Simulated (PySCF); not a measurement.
# C3H7BF2: the cost of one run

Programs: PySCF 2.14.0, with density-fitted response routines of our own. Each step states its level of theory. These are calculated values for one molecule in the gas phase, unless marked as measured. Atoms count from 0, in the outputs and in this text.

## Step 1: The molecule as given

13 atoms, charge 0, multiplicity 1; geometry from: GFN2-xTB. The atoms were then displaced at random by about 0.01 Å, so the start is not that level's minimum.

Bonds of the start (Å): C0–C1 1.51, C1–B2 1.58, B2–F3 1.35, C1–C4 1.53, C4–F5 1.36, C0–H6 1.10, C0–H7 1.10, C0–H8 1.10, C1–H9 1.08, B2–H10 1.19, C4–H11 1.11, C4–H12 1.12.

## Step 2: Relaxing the molecule at PBE0-D3(BJ)/def2-SVP

What the job is given:

```
{"job": {"xc": "PBE0", "basis": "def2-SVP", "d3": "d3bj", "grid": 1, "shake": 0.01, "kind": "geom"}, "charge": 0, "multiplicity": 1}
C     -0.404830     1.313300     0.170220
C      0.080860    -0.004920    -0.396170
B      1.567760    -0.253870     0.068680
F      2.577980     0.399770    -0.547800
C     -0.876080    -1.120510     0.011290
F     -0.441840    -2.323450    -0.458890
H      0.225420     2.151200    -0.159720
H     -1.422540     1.539500    -0.185470
H     -0.432600     1.323430     1.272940
H      0.057390     0.068080    -1.477520
H      1.902560    -0.948570     0.975130
H     -0.923280    -1.209180     1.117650
H     -1.904980    -0.951670    -0.400650
```

On the command line:

```sh
$ OMP_NUM_THREADS=1 python probes_run.py task.json out
```

One launch serves the whole session: the jobs run in the order shown.

**Question.** How long does this first job take on 1 thread of Intel Xeon 6975P-C, shared host, and how much memory does it need?

About 53 s, with a peak of 0.51 GiB.
